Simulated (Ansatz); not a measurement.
# AlBrCl2: up Jacob's ladder to CCSD(T)

The task here is to estimate one member of a computed series from the others.

The runs use Ansatz 0.2.0, Gaussian basis; functionals in def2-TZVPP, the program's frozen cores in correlated methods.

Plan: LDA (SPW92), PBE-D4, revPBE-D4, BLYP-D4, r2SCAN-D4, B97M-V, PBE0-D4, B3LYP-D4, r2SCANh-D4, r2SCAN0-D4, HSE06-D4, BHLYP-D4, CAM-B3LYP-D4, LC-ωPBE, ωB97X-V, ωB97M-V, B2PLYP, PBE-QIDH; CCSD(T)/def2-SVP; CCSD(T)/def2-TZVPP; MP2/def2-QZVPP; extrapolation to the limit; RPA on PBE.

## The geometry

All runs share one geometry, relaxed beforehand with PBE0-D4 in a triple-zeta def2 set.

SMILES `[Cl][Al]([Cl])[Br]`, 4 atoms, charge 0, spin multiplicity 1.

Atoms are counted from 1 here; the program's logs count them from 0.

Bond lengths: Cl1–Al2 2.070 Å, Al2–Cl3 2.070 Å, Al2–Br4 2.225 Å. Angles: Cl1–Al2–Cl3 119.7°, Cl1–Al2–Br4 120.2°, Cl3–Al2–Br4 120.2°.

Set-up of the first run:

File in.yaml:

```yaml
crystal:
  periodic: [false, false, false]
  atoms:
    - {symbol: Cl, position_ang: [-0.005094, 0.383326, 2.045193]}
    - {symbol: Al, position_ang: [0.031433, -0.036397, 0.018182]}
    - {symbol: Cl, position_ang: [1.078489, -1.685277, -0.668218]}
    - {symbol: Br, position_ang: [-1.049229, 1.278049, -1.415457]}
basis:
  gaussian: {orbitals: def2-TZVPP}
hamiltonian: {xc: lda}
output: {orbitals: {seedname: orbitals}}
```

Steps of the session up to this table: LDA; PBE-D4 (GGA); revPBE-D4 (GGA); BLYP-D4 (GGA); r2SCAN-D4 (meta-GGA); B97M-V (meta-GGA); PBE0-D4 (hybrid); B3LYP-D4 (hybrid); r2SCANh-D4 (hybrid); r2SCAN0-D4 (hybrid); HSE06-D4 (hybrid); BHLYP-D4 (hybrid); CAM-B3LYP-D4 (range-separated); LC-ωPBE-D4 (range-separated; the results give it without D4); ωB97X-V (range-separated); ωB97M-V (range-separated); B2PLYP (double hybrid); PBE-QIDH (double hybrid).

One of the session's tables, all rows but one given; the rest of the session is left out.

It belongs to the step «Frontier levels by functional». 

```
  functional  HOMO (eV)  LUMO (eV)  gap (eV)
 LDA (SPW92)      -7.80      -2.51      5.29
      PBE-D4      -7.64      -2.20      5.44
   revPBE-D4      -7.58      -2.05      5.53
     BLYP-D4      -7.44      -2.11      5.33
   r2SCAN-D4      -7.99      -1.78      6.22
      B97M-V      -8.04      -1.85      6.19
     PBE0-D4          ?          ?         ?
    B3LYP-D4      -8.67      -1.62      7.05
  r2SCANh-D4      -8.47      -1.51      6.96
  r2SCAN0-D4      -9.20      -1.12      8.08
    HSE06-D4      -8.57      -1.73      6.83
    BHLYP-D4     -10.10      -0.52      9.58
CAM-B3LYP-D4     -10.28      -0.41      9.87
     LC-ωPBE     -11.72       0.83     12.55
     ωB97X-V     -11.33       0.68     12.01
     ωB97M-V     -11.17       0.39     11.56
```

**Question.** Estimate the row for PBE0-D4.

The run gave: HOMO (eV): -8.96; LUMO (eV): -1.36; gap (eV): 7.60. In the column «HOMO (eV)» it lies between r2SCAN0-D4 (-9.20) and B3LYP-D4 (-8.67).
